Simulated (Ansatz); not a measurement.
# YbC (CsCl type): the equilibrium volume

At what volume is YbC (CsCl type) free of pressure? The start comes from a prototype table, not from a measured structure.

Computed with Ansatz 0.2.0 (DFT r²SCAN, scalar-relativistic, plane waves, PAW (the target; the first runs use scalar-relativistic PBE), unless a step's input says otherwise).

1 further run of the same task is left out (it didn't finish).

**1. The system as given**

The structure is cubic, space group Pm-3m (No. 221). Conventional cell: a = 2.938 Å, b = 2.938 Å, c = 2.938 Å, α = 90.00°, β = 90.00°, γ = 90.00°. Yb (site symmetry m-3m) is surrounded by 8 C at 2.54 Å. C (site symmetry m-3m) has 8 Yb at 2.54 Å as nearest neighbours.

Structure file:

```cif
data_structure
_symmetry_space_group_name_H-M 'Pm-3m'
_symmetry_Int_Tables_number 221
_cell_length_a 2.9381
_cell_length_b 2.9381
_cell_length_c 2.9381
_cell_angle_alpha 90.000
_cell_angle_beta 90.000
_cell_angle_gamma 90.000
_cell_volume 25.36
loop_
_atom_site_label
_atom_site_type_symbol
_atom_site_symmetry_multiplicity
_atom_site_Wyckoff_symbol
_atom_site_fract_x
_atom_site_fract_y
_atom_site_fract_z
_atom_site_occupancy
Yb1 Yb 1 a 0.00000 0.00000 0.00000 1
C1 C 1 b 0.50000 0.50000 0.50000 1
```

Starting moments: Yb 1.00 μB.

**2. The first run (PBE, 6×6×6 mesh)**

input.yaml reads:

```yaml
crystal:
  lattice:
    - [2.9381447575, 0.0, 0.0]
    - [0.0, 2.9381447575, 0.0]
    - [0.0, 0.0, 2.9381447575]
  atoms:
    - { symbol: Yb, position: [0.0, 0.0, 0.0], spin: 1.0 }
    - { symbol: C, position: [0.5, 0.5, 0.5] }
basis:
  ecutwfc: 420
  ecutrho_ratio: 4
kpoints:
  mp_grid: { grid: [6, 6, 6] }
hamiltonian:
  xc: pbe
scf:
  occupations: { method: gaussian, width: 0.05 }
output:
  forces: true
  stress: true
  eigenvalues: true
  populations: true
magnetization:
  spin_polarized: true
```

The run is started by

```console
> ansatz run input.yaml --threads 2 --pin off --max-ram 2662MiB --backend cpu --events-out ev --progress --plain --runs-dir out
```

The program printed, shortened:

```text
Warning: where an SCF of this run starts from atoms to list the orders of its open shells, Yb (site 0, from 0) starts with 0.44 μB on its 4f shell and 0.44 μB on its 5d shell, in the place of the 1.00 μB that the deck gives it: its open shells can hold no more by Hund's first rule. To [...]
Warning: RAYON_NUM_THREADS=2 ignored (pool sized by the plan → 2); use --threads N
Yb: projections on atomic orbitals take those of the free atom [Kr 4d10] 4f14 5s2 5p6 5d0 6s2, of charge +0.00 (hamiltonian.pseudopotentials.projection_atoms); the dataset's partial waves leave at most 1.5e-4 of an orbital's norm unspanned inside its sphere
[...]
Pseudopotentials: kind: paw
Pseudopotential: Yb, paw, valence charge 24, recommended cutoff 420 eV (normal), Yb.paw.azcp
Pseudopotential: C, paw, valence charge 4, recommended cutoff 420 eV (normal), C.paw.azcp
Functional definition: PBE
[...]
Crystal: 2 atoms, lattice volume = 25.364 Å³
Basis set: ecut = 420 eV, 485 PW (Γ), exchange–correlation on 40×40×40 points (8 copies of the dense FFT grid, shifted against one another)
Bands: 19, of which v1, the nominal top of the filled ones, is band 14 counted from 1 (13 counted from 0)
Symmetry: 48 space group operations
Space group: Pm-3m (ITA 221), of the structure as read, at distance tolerance 2.9e-5 Å
Magnetic group: BNS 221.92 (UNI 1594), of the structure as read, at distance tolerance 2.9e-5 Å
k-points: 20 of 216
[...]
Starting moments: Σ|m| = 1 μB on 1 of 2 sites
[...]
SCF iter   1: F=—  HF=-14045.170865 eV  |F-HF|=—  |Δ(HF+E_count)|=         —  Δρ=8.75e-2 (↑8.75e-2 ↓4.07e-2)  dr2=4.81e0  dr2_m=2.50e-1  M=0.221 μB ∫|m|=0.221 μB  β_m=0.30  ethr=3.10e-3  ⟨swp⟩=5.6  Hψ=4020  notcnv=0
[...]
SCF iter  14: F=-14044.486693 eV  HF=-14044.486693 eV  |F-HF|=2.56e-10  |Δ(HF+E_count)|=  4.06e-10  Δρ=6.50e-7 (↑2.19e-7 ↓6.50e-7)  dr2=2.25e-10  dr2_m=1.44e-11  M=0.066 μB ∫|m|=0.073 μB  ethr=2.20e-11  ⟨swp⟩=2.8  Hψ=2378  notcnv=0
[...]
SCF converged after 14 iterations
Magnetization: 0.0660 μB (14.0330 up, 13.9670 down)
Absolute magnetization: 0.0727 μB (∫|ρ↑−ρ↓|, with the PAW one-centre terms)
Spin contamination: 0.0041 ħ² per cell (⟨S²⟩ above its minimum at these occupations)
Per-site moments (μB) at R_I (Å): [(0.067836669331512, 1.049609549996316), (-0.0008186942136441566, 1.049609549996316)]
Free energy (F): -14044.486693 eV
[...]
E sigma→0 (E₀):  -14044.485361 eV
Entropy (-TS):   -0.002664 eV (-1.332 meV/atom)
Fermi energy:    17.940008 eV
[...]
--- Forces (eV/Å), atoms counted from 1 ---
  atom   1  Yb     0.00000000     0.00000000     0.00000000
  atom   2  C      0.00000000    -0.00000000     0.00000000
[...]
--- Stress (GPa, compression-positive) ---
       13.406617       0.000000       0.000000
       -0.000000      13.406617       0.000000
        0.000000       0.000000      13.406617
  P = ⅓ Tr σ = 13.4066 GPa (134.066 kbar)
--- Band table (eV; the first three rows and the last of 40) ---
  k-point 0 ↑: bands = ["-33.2675", "-4.8889", "-4.8889", "-4.8889", "6.2859", "17.1195", "17.1195", "17.1195", "17.2730", "17.2730", "17.2730", "17.3035", "18.4661", "18.4661", "19.8390", "19.8390", "19.8390", "25.8704", "27.3646"]
[...]
--- Löwdin populations: 2 sites ---
  site symbol       q [e]    m [muB]
     0     Yb     23.8123     0.0600
     1      C      4.1625     0.0055
  spilling = 0.000900 (of n_electrons = 28.000000)
```

It took 3.8 s on 2 threads of Arm Neoverse V1, shared host; peak memory 0.32 GiB.

In short: volume 12.682 Å³/atom, pressure 13.41 GPa, metallic, moments in the atoms' spheres Yb 0.07 μB.

**3. Next volume: 13.816 Å³/atom (PBE, 6×6×6 mesh)**

Edit input.yaml of step 2 so:

```diff
@@ -2,7 +2,7 @@
   lattice:
-    - [2.9381447575, 0.0, 0.0]
-    - [0.0, 2.9381447575, 0.0]
-    - [0.0, 0.0, 2.9381447575]
+    - [3.0231937585, 0.0, 0.0]
+    - [0.0, 3.0231937585, 0.0]
+    - [0.0, 0.0, 3.0231937585]
   atoms:
-    - { symbol: Yb, position: [0.0, 0.0, 0.0], spin: 1.0 }
+    - { symbol: Yb, position: [0.0, 0.0, 0.0], spin: 0.07 }
     - { symbol: C, position: [0.5, 0.5, 0.5] }
```

The run is started by

```console
> ansatz run input.yaml --threads 2 --pin off --max-ram 2662MiB --backend cpu --events-out ev --progress --plain --runs-dir out
```

The program printed, shortened:

```text
Warning: where an SCF of this run starts from atoms to list the orders of its open shells, Yb (site 0, from 0) starts with 0.44 μB on its 4f shell, in the place of the 0.07 μB that the deck gives it: an open f shell starts with all that it can hold by Hund's first rule. To start from [...]
Warning: RAYON_NUM_THREADS=2 ignored (pool sized by the plan → 2); use --threads N
Yb: projections on atomic orbitals take those of the free atom [Kr 4d10] 4f14 5s2 5p6 5d0 6s2, of charge +0.00 (hamiltonian.pseudopotentials.projection_atoms); the dataset's partial waves leave at most 1.5e-4 of an orbital's norm unspanned inside its sphere
[...]
[... 4 set-up lines as earlier in the session ...]
[...]
Crystal: 2 atoms, lattice volume = 27.631 Å³
Basis set: ecut = 420 eV, 515 PW (Γ), exchange–correlation on 48×48×48 points (8 copies of the dense FFT grid, shifted against one another)
[...]
Spin contamination: 0.0037 ħ² per cell (⟨S²⟩ above its minimum at these occupations)
Per-site moments (μB) at R_I (Å): [(0.09076410729775118, 1.0799920706122175), (-0.0025829524500683384, 1.0799920706122175)]
Free energy (F): -14044.589071 eV
[...]
E sigma→0 (E₀):  -14044.587703 eV
Entropy (-TS):   -0.002737 eV (-1.368 meV/atom)
Fermi energy:    16.279856 eV
[...]
--- Forces (eV/Å), atoms counted from 1 ---
  atom   1  Yb    -0.00000000     0.00000000    -0.00000000
  atom   2  C      0.00000000    -0.00000000     0.00000000
[...]
--- Stress (GPa, compression-positive) ---
        1.776290       0.000000       0.000000
        0.000000       1.776290       0.000000
        0.000000       0.000000       1.776290
  P = ⅓ Tr σ = 1.7763 GPa (17.763 kbar)
--- Band table (eV; the first three rows and the last of 40) ---
  k-point 0 ↑: bands = ["-34.9238", "-6.6715", "-6.6715", "-6.6715", "5.0003", "15.5374", "15.5374", "15.5374", "15.6860", "15.6860", "15.6860", "15.6870", "17.0396", "17.0396", "17.9809", "17.9809", "17.9809", "22.9705", "25.2010"]
[...]
--- Löwdin populations: 2 sites ---
  site symbol       q [e]    m [muB]
     0     Yb     23.7635     0.0824
     1      C      4.2094     0.0044
  spilling = 0.000967 (of n_electrons = 28.000000)
```

Wall time 5.4 s (2 threads of Arm Neoverse V1, shared host); peak memory 0.33 GiB.

Read off: volume 13.816 Å³/atom, pressure 1.78 GPa, metallic, moments in the atoms' spheres Yb 0.09 μB.

**4. Next volume: 14.046 Å³/atom (PBE, 6×6×6 mesh)**

Edit input.yaml of step 3 so:

```diff
@@ -2,7 +2,7 @@
   lattice:
-    - [3.0231937585, 0.0, 0.0]
-    - [0.0, 3.0231937585, 0.0]
-    - [0.0, 0.0, 3.0231937585]
+    - [3.0399192141, 0.0, 0.0]
+    - [0.0, 3.0399192141, 0.0]
+    - [0.0, 0.0, 3.0399192141]
   atoms:
-    - { symbol: Yb, position: [0.0, 0.0, 0.0], spin: 0.07 }
+    - { symbol: Yb, position: [0.0, 0.0, 0.0], spin: 0.1 }
     - { symbol: C, position: [0.5, 0.5, 0.5] }
```

The run is started by

```console
> ansatz run input.yaml --threads 2 --pin off --max-ram 2662MiB --backend cpu --events-out ev --progress --plain --runs-dir out
```

The program printed, shortened:

```text
Warning: where an SCF of this run starts from atoms to list the orders of its open shells, Yb (site 0, from 0) starts with 0.44 μB on its 4f shell, in the place of the 0.10 μB that the deck gives it: an open f shell starts with all that it can hold by Hund's first rule. To start from [...]
Warning: RAYON_NUM_THREADS=2 ignored (pool sized by the plan → 2); use --threads N
Yb: projections on atomic orbitals take those of the free atom [Kr 4d10] 4f14 5s2 5p6 5d0 6s2, of charge +0.00 (hamiltonian.pseudopotentials.projection_atoms); the dataset's partial waves leave at most 1.5e-4 of an orbital's norm unspanned inside its sphere
[...]
[... 4 set-up lines as earlier in the session ...]
[...]
Crystal: 2 atoms, lattice volume = 28.092 Å³
Basis set: ecut = 420 eV, 515 PW (Γ), exchange–correlation on 48×48×48 points (8 copies of the dense FFT grid, shifted against one another)
[...]
Spin contamination: 0.0037 ħ² per cell (⟨S²⟩ above its minimum at these occupations)
Per-site moments (μB) at R_I (Å): [(0.08359838027903506, 1.0859669967559984), (-0.0010303301257176202, 1.0859669967559984)]
Free energy (F): -14044.591394 eV
[...]
E sigma→0 (E₀):  -14044.589808 eV
Entropy (-TS):   -0.003172 eV (-1.586 meV/atom)
Fermi energy:    15.966728 eV
[...]
--- Forces (eV/Å), atoms counted from 1 ---
  atom   1  Yb    -0.00000000     0.00000000    -0.00000000
  atom   2  C      0.00000000    -0.00000000    -0.00000000
[...]
--- Stress (GPa, compression-positive) ---
       -0.086530       0.000000       0.000000
        0.000000      -0.086530      -0.000000
        0.000000       0.000000      -0.086530
  P = ⅓ Tr σ = -0.0865 GPa (-0.865 kbar)
--- Band table (eV; the first three rows and the last of 40) ---
  k-point 0 ↑: bands = ["-35.2317", "-7.0015", "-7.0015", "-7.0015", "4.7655", "15.2455", "15.2455", "15.2455", "15.3918", "15.3918", "15.3918", "15.3996", "16.7744", "16.7744", "17.6389", "17.6389", "17.6389", "22.4394", "24.8007"]
[...]
--- Löwdin populations: 2 sites ---
  site symbol       q [e]    m [muB]
     0     Yb     23.7551     0.0765
     1      C      4.2175     0.0054
  spilling = 0.000981 (of n_electrons = 28.000000)
```

Wall time 3.8 s (2 threads of Arm Neoverse V1, shared host); peak memory 0.33 GiB.

Result: volume 14.046 Å³/atom, pressure -0.09 GPa, a metal on this mesh, moments in the atoms' spheres Yb 0.08 μB.

**5. First run at r²SCAN**

Edit input.yaml of step 4 so:

```diff
@@ -6,11 +6,11 @@
   atoms:
-    - { symbol: Yb, position: [0.0, 0.0, 0.0], spin: 0.1 }
+    - { symbol: Yb, position: [0.0, 0.0, 0.0], spin: 1.0 }
     - { symbol: C, position: [0.5, 0.5, 0.5] }
 basis:
-  ecutwfc: 420
+  ecutwfc: 500
   ecutrho_ratio: 4
 kpoints:
-  mp_grid: { grid: [6, 6, 6] }
+  mp_grid: { grid: [12, 12, 12] }
 hamiltonian:
-  xc: pbe
+  xc: r2scan
 scf:
```

The run is started by

```console
> ansatz run input.yaml --threads 2 --pin off --max-ram 2662MiB --backend cpu --events-out ev --progress --plain --runs-dir out
```

The program printed, shortened:

```text
Warning: where an SCF of this run starts from atoms to list the orders of its open shells, Yb (site 0, from 0) starts with 0.44 μB on its 4f shell and 0.44 μB on its 5d shell, in the place of the 1.00 μB that the deck gives it: its open shells can hold no more by Hund's first rule. To [...]
Warning: RAYON_NUM_THREADS=2 ignored (pool sized by the plan → 2); use --threads N
Yb: projections on atomic orbitals take those of the free atom [Kr 4d10] 4f14 5s2 5p6 5d0 6s2, of charge +0.00 (hamiltonian.pseudopotentials.projection_atoms); the dataset's partial waves leave at most 1.5e-4 of an orbital's norm unspanned inside its sphere
[...]
[... 1 set-up line as earlier in the session ...]
Pseudopotential: Yb, paw, valence charge 24, recommended cutoff 500 eV (meta_gga), Yb.paw.azcp
Pseudopotential: C, paw, valence charge 4, recommended cutoff 500 eV (meta_gga), C.paw.azcp
Functional definition: r2SCAN
[...]
Crystal: 2 atoms, lattice volume = 28.092 Å³
[...]
Spin contamination: 0.0851 ħ² per cell (⟨S²⟩ above its minimum at these occupations)
Per-site moments (μB) at R_I (Å): [(0.3213732330490996, 1.0859669967559984), (-0.13292266851440004, 1.0859669967559984)]
Free energy (F): -14056.502407 eV
[...]
E sigma→0 (E₀):  -14056.501852 eV
Entropy (-TS):   -0.001109 eV (-0.554 meV/atom)
Fermi energy:    16.163565 eV
[...]
--- Forces (eV/Å), atoms counted from 1 ---
  atom   1  Yb    -0.00000000     0.00000000     0.00000000
  atom   2  C      0.00000000     0.00000000     0.00000000
[...]
--- Stress (GPa, compression-positive) ---
       -2.020825       0.000000       0.000000
       -0.000000      -2.020825       0.000000
        0.000000       0.000000      -2.020825
  P = ⅓ Tr σ = -2.0208 GPa (-20.208 kbar)
--- Band table (eV; the first three rows and the last of 168) ---
  k-point 0 ↑: bands = ["-37.1204", "-8.2241", "-8.2241", "-8.2241", "4.1400", "14.8138", "14.9313", "14.9313", "14.9313", "15.0246", "15.0246", "15.0246", "16.9331", "16.9331", "17.7963", "17.7963", "17.7963", "23.1965", "24.9837"]
[...]
--- Löwdin populations: 2 sites ---
  site symbol       q [e]    m [muB]
     0     Yb     23.6920     0.2981
     1      C      4.2761    -0.1312
  spilling = 0.001139 (of n_electrons = 28.000000)
```

Run time: 24 s. Hardware: 2 threads of Arm Neoverse V1, shared host; peak memory 0.47 GiB.

In short: volume 14.046 Å³/atom, pressure -2.02 GPa, no gap, moments in the atoms' spheres Yb 0.32; C -0.13 μB.

**6. Next volume: 13.857 Å³/atom**

Edit input.yaml of step 5 so:

```diff
@@ -2,7 +2,7 @@
   lattice:
-    - [3.0399192141, 0.0, 0.0]
-    - [0.0, 3.0399192141, 0.0]
-    - [0.0, 0.0, 3.0399192141]
+    - [3.0262060143, 0.0, 0.0]
+    - [0.0, 3.0262060143, 0.0]
+    - [0.0, 0.0, 3.0262060143]
   atoms:
-    - { symbol: Yb, position: [0.0, 0.0, 0.0], spin: 1.0 }
+    - { symbol: Yb, position: [0.0, 0.0, 0.0], spin: 0.35 }
     - { symbol: C, position: [0.5, 0.5, 0.5] }
```

The run is started by

```console
> ansatz run input.yaml --threads 2 --pin off --max-ram 2662MiB --backend cpu --events-out ev --progress --plain --runs-dir out
```

The program printed, shortened:

```text
Warning: where an SCF of this run starts from atoms to list the orders of its open shells, Yb (site 0, from 0) starts with 0.44 μB on its 4f shell, in the place of the 0.35 μB that the deck gives it: an open f shell starts with all that it can hold by Hund's first rule. To start from [...]
Warning: RAYON_NUM_THREADS=2 ignored (pool sized by the plan → 2); use --threads N
Yb: projections on atomic orbitals take those of the free atom [Kr 4d10] 4f14 5s2 5p6 5d0 6s2, of charge +0.00 (hamiltonian.pseudopotentials.projection_atoms); the dataset's partial waves leave at most 1.5e-4 of an orbital's norm unspanned inside its sphere
[...]
[... 4 set-up lines as earlier in the session ...]
[...]
Crystal: 2 atoms, lattice volume = 27.714 Å³
[...]
Spin contamination: 0.0800 ħ² per cell (⟨S²⟩ above its minimum at these occupations)
Per-site moments (μB) at R_I (Å): [(0.32112539713205307, 1.0810681552559849), (-0.12734335572860975, 1.0810681552559849)]
Free energy (F): -14056.505356 eV
[...]
E sigma→0 (E₀):  -14056.504841 eV
Entropy (-TS):   -0.001029 eV (-0.515 meV/atom)
Fermi energy:    16.413854 eV
[...]
--- Forces (eV/Å), atoms counted from 1 ---
  atom   1  Yb    -0.00000000     0.00000000    -0.00000000
  atom   2  C      0.00000000    -0.00000000     0.00000000
[...]
--- Stress (GPa, compression-positive) ---
       -0.457110      -0.000000       0.000000
        0.000000      -0.457110       0.000000
        0.000000       0.000000      -0.457110
  P = ⅓ Tr σ = -0.4571 GPa (-4.571 kbar)
--- Band table (eV; the first three rows and the last of 168) ---
  k-point 0 ↑: bands = ["-36.8653", "-7.9519", "-7.9519", "-7.9519", "4.3269", "15.0636", "15.1737", "15.1737", "15.1737", "15.2689", "15.2689", "15.2689", "17.1500", "17.1500", "18.0726", "18.0726", "18.0726", "23.6371", "25.3109"]
[...]
--- Löwdin populations: 2 sites ---
  site symbol       q [e]    m [muB]
     0     Yb     23.6989     0.2971
     1      C      4.2696    -0.1245
  spilling = 0.001124 (of n_electrons = 28.000000)
```

It took 23 s on 2 threads of Arm Neoverse V1, shared host; peak memory 0.47 GiB.

Read off: volume 13.857 Å³/atom, pressure -0.46 GPa, a metal on this mesh, moments in the atoms' spheres Yb 0.32; C -0.13 μB.

**7. Volume 13.804 Å³/atom**

Edit input.yaml of step 6 so:

```diff
@@ -2,5 +2,5 @@
   lattice:
-    - [3.0262060143, 0.0, 0.0]
-    - [0.0, 3.0262060143, 0.0]
-    - [0.0, 0.0, 3.0262060143]
+    - [3.0223616381, 0.0, 0.0]
+    - [0.0, 3.0223616381, 0.0]
+    - [0.0, 0.0, 3.0223616381]
   atoms:
```

The run is started by

```console
> ansatz run input.yaml --threads 2 --pin off --max-ram 2662MiB --backend cpu --events-out ev --progress --plain --runs-dir out
```

The program printed, shortened:

```text
Warning: where an SCF of this run starts from atoms to list the orders of its open shells, Yb (site 0, from 0) starts with 0.44 μB on its 4f shell, in the place of the 0.35 μB that the deck gives it: an open f shell starts with all that it can hold by Hund's first rule. To start from [...]
Warning: RAYON_NUM_THREADS=2 ignored (pool sized by the plan → 2); use --threads N
Yb: projections on atomic orbitals take those of the free atom [Kr 4d10] 4f14 5s2 5p6 5d0 6s2, of charge +0.00 (hamiltonian.pseudopotentials.projection_atoms); the dataset's partial waves leave at most 1.5e-4 of an orbital's norm unspanned inside its sphere
[...]
[... 4 set-up lines as earlier in the session ...]
[...]
Crystal: 2 atoms, lattice volume = 27.608 Å³
[...]
Spin contamination: 0.0787 ħ² per cell (⟨S²⟩ above its minimum at these occupations)
Per-site moments (μB) at R_I (Å): [(0.3209195334993262, 1.079694807682487), (-0.12592395059905123, 1.079694807682487)]
Free energy (F): -14056.505507 eV
[...]
E sigma→0 (E₀):  -14056.505005 eV
Entropy (-TS):   -0.001005 eV (-0.502 meV/atom)
Fermi energy:    16.484889 eV
[...]
--- Forces (eV/Å), atoms counted from 1 ---
  atom   1  Yb    -0.00000000     0.00000000     0.00000000
  atom   2  C      0.00000000    -0.00000000     0.00000000
[...]
--- Stress (GPa, compression-positive) ---
        0.000431       0.000000       0.000000
        0.000000       0.000431      -0.000000
        0.000000      -0.000000       0.000431
  P = ⅓ Tr σ = 0.0004 GPa (0.004 kbar)
--- Band table (eV; the first three rows and the last of 168) ---
  k-point 0 ↑: bands = ["-36.7929", "-7.8747", "-7.8747", "-7.8747", "4.3801", "15.1347", "15.2426", "15.2426", "15.2426", "15.3382", "15.3382", "15.3382", "17.2114", "17.2114", "18.1512", "18.1512", "18.1512", "23.7622", "25.4037"]
[...]
--- Löwdin populations: 2 sites ---
  site symbol       q [e]    m [muB]
     0     Yb     23.7008     0.2966
     1      C      4.2678    -0.1228
  spilling = 0.001120 (of n_electrons = 28.000000)
```

Run time: 23 s. Hardware: 2 threads of Arm Neoverse V1, shared host; peak memory 0.47 GiB.

This gives: volume 13.804 Å³/atom, pressure 0.00 GPa, a metal on this mesh, moments in the atoms' spheres Yb 0.32; C -0.13 μB.

**8. The volume search in one table**

```tsv
step	level	mesh	relaxed	volume (Å³/atom)	pressure (GPa)
2	PBE	6×6×6	nothing	12.682	13.41
3	PBE	6×6×6	nothing	13.816	1.78
4	PBE	6×6×6	nothing	14.046	-0.09
5	r²SCAN	12×12×12	nothing	14.046	-2.02
6	r²SCAN	12×12×12	nothing	13.857	-0.46
7	r²SCAN	12×12×12	nothing	13.804	0.00
```

The cell before and after:

| cell as typed | before | after | change |
| --- | --- | --- | --- |
| a (Å) | 2.938 | 3.022 | +2.9 % |
| b (Å) | 2.938 | 3.022 | +2.9 % |
| c (Å) | 2.938 | 3.022 | +2.9 % |
| volume (Å³/atom) | 12.682 | 13.804 | +8.8 % |
| shortest distance (Å) | 2.545 | 2.617 | +2.9 % |
| space group | Pm-3m | Pm-3m | same |

**9. Outcome**

| quantity | value |
| --- | --- |
| volume | 13.804 Å³/atom |
| pressure | 0.00 GPa |
| conventional cell | a = 3.022 Å, b = 3.022 Å, c = 3.022 Å, α = 90.00°, β = 90.00°, γ = 90.00° |
| gap on the mesh | none (metal) |
| spin moments in spheres | Yb 0.32; C -0.13 μB |

In words: Over the 6 runs shown the cell moved from 12.68 to 13.80 Å³/atom, a change of +8.8 %, where the pressure is zero within 0.01 GPa. r²SCAN puts the volume about 2 % below the PBE estimate, which also had a coarser mesh. No U acts on the 4f shell, so its levels can lie too near the Fermi level. Spin–orbit coupling is left out, though the cell holds Yb; it splits the 4f levels.
